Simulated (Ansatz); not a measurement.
# SnH4S + NH3: a complex and its separated parts

The complex below is one end of an elementary step. How strongly is it bound against its free parts?

Computed with Ansatz 0.2.0, Gaussian basis. Level: PBE0-D4/def2-TZVP structures, single points in def2-TZVPP, no counterpoise correction.

Levels: SPW92, PBE-D4, BLYP-D4, r2SCAN-D4, B97M-V, PBE0-D4, B3LYP-D4, r2SCAN0-D4, BHLYP-D4, CAM-B3LYP-D4, wB97X-V, wB97M-V, B2PLYP, PBE-QIDH, RPA on PBE, Hartree-Fock, MP2, CCSD, CCSD(T).

Correlated methods freeze the cores. Filled d shells of the heavier atoms are correlated. Core potentials replace the inner electrons past krypton, and spin-orbit coupling is left out. B3LYP uses VWN-RPA correlation. B2PLYP carries no dispersion term here.

88 further runs of the same task are left out: 88 set aside as unsound or not needed.

## (1) The starting structure

The complex: 10 atoms, charge 0, spin multiplicity 1.

Atoms are counted from 1 here; the program's logs count them from 0.

Bond lengths: Sn1–S2 2.388 Å, Sn1–H3 1.710 Å, Sn1–H4 1.704 Å, Sn1–H5 1.710 Å, S2–H8 1.362 Å, H6–N7 1.013 Å, N7–H9 1.013 Å, N7–H10 1.013 Å. Angles: S2–Sn1–H3 110.2°, S2–Sn1–H4 106.9°, S2–Sn1–H5 110.0°, H3–Sn1–H4 110.4°, H3–Sn1–H5 108.8°, H4–Sn1–H5 110.5°, Sn1–S2–H8 90.9°, H6–N7–H9 107.5°, H6–N7–H10 107.4°, H9–N7–H10 107.3°.

As a file:

```xyz
10
H7NSSn
Sn   -1.0323    1.5680   -0.7116
S     0.4591    1.5997    1.1533
H    -2.3351    0.5032   -0.4070
H    -1.6013    3.1607   -0.9181
H    -0.2050    1.0414   -2.1125
H     0.4705   -2.3322    1.2281
N     0.9504   -1.7653    0.5397
H     0.7177    0.2721    0.9968
H     1.9383   -1.9782    0.6055
H     0.6376   -2.0695   -0.3743
```

Its parts: SnH4S holds atoms 1, 2, 3, 4, 5, 8; NH3 holds atoms 6, 7, 9, 10. Each part counts its atoms afresh in its own runs.

## (2) Relaxing SnH4S alone

relax-a/in.yaml reads:

```yaml
crystal:
  periodic: [false, false, false]
  atoms:
    - {symbol: Sn, position_ang: [-1.032262, 1.568014, -0.711594]}
    - {symbol: S, position_ang: [0.459060, 1.599711, 1.153304]}
    - {symbol: H, position_ang: [-2.335058, 0.503213, -0.406982]}
    - {symbol: H, position_ang: [-1.601333, 3.160747, -0.918083]}
    - {symbol: H, position_ang: [-0.205004, 1.041421, -2.112540]}
    - {symbol: H, position_ang: [0.717743, 0.272053, 0.996794]}
basis:
  gaussian: {orbitals: def2-TZVP}
hamiltonian: {xc: pbe0, dispersion: d4}
relax: {f_tol: 0.005, max_steps: 200}
```

Run with:

```console
> ansatz run in.yaml --threads 4 --pin off --events-out ev --progress --plain --max-ram 9574MiB
```

Further steps of the session: Relaxing NH3 alone; SPW92/def2-TZVPP; PBE-D4/def2-TZVPP; BLYP-D4/def2-TZVPP; r2SCAN-D4/def2-TZVPP; B97M-V/def2-TZVPP; PBE0-D4/def2-TZVPP; B3LYP-D4/def2-TZVPP; r2SCAN0-D4/def2-TZVPP; BHLYP-D4/def2-TZVPP; CAM-B3LYP-D4/def2-TZVPP; wB97X-V/def2-TZVPP; wB97M-V/def2-TZVPP; B2PLYP/def2-TZVPP; PBE-QIDH/def2-TZVPP; RPA on PBE/def2-TZVPP; CCSD(T)/def2-TZVPP; Vibrations of SnH4S; Vibrations of NH3.

Q: Predict the outcome of this session. Wanted: complex less parts, CCSD(T)/def2-TZVPP; with zero-point energy; largest T1 diagnostic.

**Answer**, as computed:

| quantity | value |
| --- | --- |
| complex less parts, CCSD(T)/def2-TZVPP | -17.2 kJ/mol |
| with zero-point energy | -11.6 kJ/mol |
| largest T1 diagnostic | 0.012 |

In words: At CCSD(T) the complex lies 17.2 kJ/mol below its parts. Among the functionals wB97M-V lands nearest to CCSD(T) (-1.2 kJ/mol) and SPW92 farthest (-17.8 kJ/mol). Mean unsigned error by rung: LDA 17.8, GGA 6.3, meta-GGA 3.5, hybrid 3.4, range-separated hybrid 1.9, double hybrid 1.5 kJ/mol. PBE-D4 gives a relative energy 8.1 kJ/mol too low, outside chemical accuracy (1 kcal/mol, 4.2 kJ/mol). The complex's frequency run has imaginary modes: the structure is no minimum, so both the energy and the zero-point correction are in doubt. No counterpoise was applied, and triple zeta lacks some correlation, so the CCSD(T) reference has a basis error of its own, and close matches with it are partly luck.
